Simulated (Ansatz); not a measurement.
# H₄OS₃Ti: relaxing the structure

The task is to find a stationary geometry of H₄OS₃Ti.

Method: RKS PBE0-D4/def2-TZVP; program: Ansatz 0.2.0, Gaussian basis.

Levels to be run: relaxation at PBE0-D4/def2-TZVP.

1 further run of the same task is left out (set aside as unsound or not needed).

## 1. The system as given

SMILES `[OH][Ti]([SH])([SH])[SH]`, 9 atoms, charge 0, spin multiplicity 1.

Atoms are counted from 1 here; the program's logs count them from 0.

Bond lengths: O1–Ti2 1.672 Å, O1–H6 0.959 Å, Ti2–S3 2.297 Å, Ti2–S4 2.305 Å, Ti2–S5 2.300 Å, S3–H7 1.339 Å, S4–H8 1.340 Å, S5–H9 1.347 Å. Angles: Ti2–O1–H6 177.9°, O1–Ti2–S3 116.7°, O1–Ti2–S4 111.5°, O1–Ti2–S5 114.6°, S3–Ti2–S4 103.6°, S3–Ti2–S5 105.6°, S4–Ti2–S5 103.5°, Ti2–S3–H7 95.8°, Ti2–S4–H8 94.6°, Ti2–S5–H9 88.6°.

As a file:

```xyz
9

O     0.7702    1.6012    0.1667
Ti    0.1261    0.0878   -0.1319
S    -1.3973   -0.0652   -1.8444
S    -1.0292   -0.7147    1.6940
S     1.6848   -1.5527   -0.5425
H     1.1724    2.4566    0.3314
H    -1.9733    1.1233   -1.6212
H    -0.0319   -0.4907    2.5606
H     0.6781   -2.4456   -0.6127
```

The start is a GFN2-xTB geometry.

## 2. Geometry optimisation, PBE0-D4/def2-TZVP

in.yaml

```yaml
crystal:
  periodic: [false, false, false]
  atoms:
    - {symbol: O, position_ang: [0.770210, 1.601220, 0.166730]}
    - {symbol: Ti, position_ang: [0.126140, 0.087820, -0.131900]}
    - {symbol: S, position_ang: [-1.397260, -0.065170, -1.844390]}
    - {symbol: S, position_ang: [-1.029230, -0.714710, 1.694000]}
    - {symbol: S, position_ang: [1.684810, -1.552720, -0.542480]}
    - {symbol: H, position_ang: [1.172400, 2.456640, 0.331360]}
    - {symbol: H, position_ang: [-1.973310, 1.123250, -1.621210]}
    - {symbol: H, position_ang: [-0.031850, -0.490730, 2.560560]}
    - {symbol: H, position_ang: [0.678090, -2.445590, -0.612660]}
basis:
  gaussian: {orbitals: def2-TZVP}
hamiltonian: {xc: pbe0, dispersion: d4}
relax: {f_tol: 0.005, max_steps: 150}
```

Run with:

```sh
$ ansatz run in.yaml --threads 2 --pin off --events-out ev --progress --plain --max-ram 32768MiB --backend cuda --devices 0, --max-vram 18GiB
```

Q: Predict the results of all the runs planned. Wanted: point group; shift from the start; total energy; dispersion term; dipole moment.

As calculated:

```
                  quantity           value
               point group              C1
                     steps              24
shift from the start (rms)         0.311 Å
              total energy  -57721.7259 eV
           dispersion term        -274 meV
             dipole moment          2.34 D
```

**Reading.** The relaxed geometry lies 0.31 Å (rms) from the start; the bond that changed most is O1–Ti2, from 1.672 to 1.763 Å. No vibrations were run, so it is not proven to be a minimum. The largest Mulliken charge, +0.98 e, sits on Ti2.
